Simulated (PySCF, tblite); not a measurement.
# CH8B3N3OZn, a small molecule taken as a stand-in for a surface group (BN ring, B site): NMR shifts, core binding energies and electronic excitations

What NMR shifts, core binding energies and electronic excitations should one expect for `[CH3][Zn][O]B1NBNBN1`?

Programs: tblite 0.8.0 and PySCF 2.14.0. All values are calculated, for the isolated system unless a continuum is named. Atoms count from 0, parts from 1.

## (1) Starting point

17 atoms, charge 0, multiplicity 1; geometry: distance geometry start.

## (2) Geometry optimisation with GFN2-xTB

What the job is given:

```
{"job": {"kind": "relax", "xc": "GFN2-xTB", "basis": "xTB"}, "charge": 0, "multiplicity": 1}
N      1.815486     1.076222     0.630279
B      1.563919    -0.436850     0.696221
N      1.122323    -1.126238    -0.629001
B      1.423461    -0.362311    -1.905286
N      1.154835     1.143863    -1.905526
B      1.091103     1.824913    -0.526278
O     -0.185489     2.496770    -0.167850
Zn    -0.827615     2.538482     1.341546
C     -1.365897     2.327441     2.907554
H      1.875939     1.571031     1.518558
H      1.043672    -0.825020     1.659435
H      1.225982    -2.152957    -0.664820
H      2.419707    -0.688572    -2.469582
H      1.579167     1.696795    -2.642927
H     -1.916043     3.172467     3.196588
H     -0.566060     2.141005     3.532061
H     -2.008902     1.490943     2.928861
```

With the program's defaults for keys left out, this is: GFN2-xTB geometry optimisation, gas phase.

The run is started by

```
$ OMP_NUM_THREADS=1 python cluster_run.py task.json out
```

The driver reads the jobs from task.json and runs them one after another.

**Question.** The jobs that follow are: PBE0-D3(BJ)/def2-SVP geometry optimisation, gas phase; GIAO PBE0/pcSseg-1 NMR shielding, non-relativistic, gas phase; delta-SCF UKS SCAN, pcX-2 on the ionised atom, pcseg-1 elsewhere, spin-free X2C; TDDFT CAM-B3LYP/def2-SVPD, vertical, gas phase, core orbitals frozen in the response. Predict: point group; rotational constants (main isotopes); $^{13}$C shifts against TMS (PBE0/pcSseg-1); $^{1}$H shifts against TMS (PBE0/pcSseg-1); $^{15}$N shifts against NH3 (PBE0/pcSseg-1); $^{11}$B shifts against BF3·OEt2 (PBE0/pcSseg-1); $^{17}$O shifts against H2O (PBE0/pcSseg-1); shieldings of Zn (PBE0/pcSseg-1); N1s binding energies, SCAN/pcX-2 (standing for 2 of 3 atoms); B1s binding energies, SCAN/pcX-2 (standing for 2 of 3 atoms); O1s binding energies, SCAN/pcX-2; lowest singlet (CAM-B3LYP/def2-SVPD); brightest single state of those computed; lowest triplet; vertical ionisation energy (ΔSCF).

The runs gave:

```
                                                    quantity                                                  value
                                                 point group                                                     C1
                        rotational constants (main isotopes)                                   4.44, 0.49, 0.44 GHz
                 $^{13}$C shifts against TMS (PBE0/pcSseg-1)                                              -19.6 ppm
                  $^{1}$H shifts against TMS (PBE0/pcSseg-1)  4.99, 4.66, 4.62, 4.48, 3.74, -0.08, -0.10, -0.12 ppm
                 $^{15}$N shifts against NH3 (PBE0/pcSseg-1)                                137.4, 129.2, 127.2 ppm
            $^{11}$B shifts against BF3·OEt2 (PBE0/pcSseg-1)                                   28.4, 28.4, 21.1 ppm
                 $^{17}$O shifts against H2O (PBE0/pcSseg-1)                                              111.0 ppm
                            shieldings of Zn (PBE0/pcSseg-1)                                         Zn7 1654.7 ppm
N1s binding energies, SCAN/pcX-2 (standing for 2 of 3 atoms)                                N0 404.08, N4 403.89 eV
B1s binding energies, SCAN/pcX-2 (standing for 2 of 3 atoms)                                B5 196.07, B1 195.28 eV
                            O1s binding energies, SCAN/pcX-2                                           O6 536.66 eV
                        lowest singlet (CAM-B3LYP/def2-SVPD)                            6.15 eV (202 nm), f = 0.000
                    brightest single state of those computed                            state 6, 7.04 eV, f = 0.166
                                              lowest triplet                                                6.01 eV
                           vertical ionisation energy (ΔSCF)                                                9.30 eV
```

**Reading.** Relaxing lowered the energy by 0.361 eV in 12 steps; the close pair that moved most is Zn7–C8, from 2.020 to 1.923 Å (PBE0/def2-SVP). No frequency check was run at this level, so the end point may be a saddle. At PBE0/pcSseg-1: The widest tensor belongs to Zn7: span 1262 ppm, with a paramagnetic part of -871 ppm. N0 (nitrogen bonded to 2 B, H) binds its N1s electron 0.19 eV more tightly than N4 (nitrogen bonded to 2 B, H). Only 2 of the 3 N atoms are covered by sound results. The B1s levels kept as sound span 0.79 eV, from B1 (boron bonded to 2 N, H) up to B5 (boron bonded to 2 N, O). Only 2 of the 3 B atoms are covered by sound results. The first singlet state (HOMO→LUMO 0.71, HOMO−1→LUMO 0.10) lies at 6.15 eV and is dark; of the 6 states computed, the strongest absorption comes from state 6 at 7.04 eV (the last computed, so partners may be missing). The lowest triplet lies 0.13 eV below the lowest singlet (triplets in Tamm-Dancoff, singlets in full TDDFT). The orbital energy would give 8.65 eV for ionisation, ΔSCF gives 9.30 eV. A capped cluster stands for the solid here, so long-range fields and strain are missing, and bands or shifts of the capping hydrogens have no counterpart in it.
